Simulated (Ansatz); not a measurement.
# AlN: the cell at several levels of theory

Aim: relax AlN (zincblende) with PBE and r2SCAN and see how far the functionals disagree on the cell.

Code: Ansatz 0.2.0. PAW datasets, plane waves, zero pressure. The values are computed, spin-unpolarised, and not measurements.

### 1 The cell

This is the cell as the run starts from it, not yet at rest; its lengths are not the crystal's.

It is cubic, F-43m (No. 216); conventional cell a = 4.137 Å, 8.85 Å³ an atom. Al has 4 N at 1.79 Å; N has 4 Al at 1.79 Å.

The structure in full:

```cif
data_structure
_symmetry_space_group_name_H-M 'F-43m'
_symmetry_Int_Tables_number 216
_cell_length_a 4.1368
_cell_length_b 4.1368
_cell_length_c 4.1368
_cell_angle_alpha 90.000
_cell_angle_beta 90.000
_cell_angle_gamma 90.000
_cell_volume 70.80
loop_
_atom_site_label
_atom_site_type_symbol
_atom_site_symmetry_multiplicity
_atom_site_Wyckoff_symbol
_atom_site_fract_x
_atom_site_fract_y
_atom_site_fract_z
_atom_site_occupancy
Al1 Al 4 a 0.00000 0.00000 0.00000 1
N1 N 4 d 0.25000 0.25000 0.75000 1
```

### 2 Relaxation with PBE

The input, input.yaml:

```yaml
crystal:
  lattice:
    - [0.0, 2.0684150744, 2.0684150744]
    - [2.0684150744, 0.0, 2.0684150744]
    - [2.0684150744, 2.0684150744, 0.0]
  atoms:
    - { symbol: Al, position: [0.0, 0.0, 0.0] }
    - { symbol: "N", position: [0.25, 0.25, 0.25] }
kpoints:
  mp_grid: { grid: [10, 10, 10] }
hamiltonian:
  xc: pbe
scf:
  occupations: { method: fermi_dirac, width: 0.02 }
relax:
  f_tol: 0.005
  cell: {}
```

Launch:

```bash
$ ansatz run input.yaml --threads 2 --pin off --max-ram 2211MiB --backend cpu --events-out ev --progress --plain --runs-dir out
```

Further steps of the session: Relaxation with r2SCAN.

Q: Predict the outcome of this session. Wanted: for each run, a; volume; space group; SCF geometries.

**Answer**, as computed:

```
 level  a (Å)  volume (Å³/atom)  space group  SCF geometries
   PBE  4.403            10.670        F-43m               9
r2SCAN  4.370            10.430        F-43m               5
```

What this shows: From the start to the first minimum the volume moved by +20.6 %. r2SCAN gives the smallest cell and PBE the largest; they differ by 2.3 % in volume, a mean of 0.8 % in length.
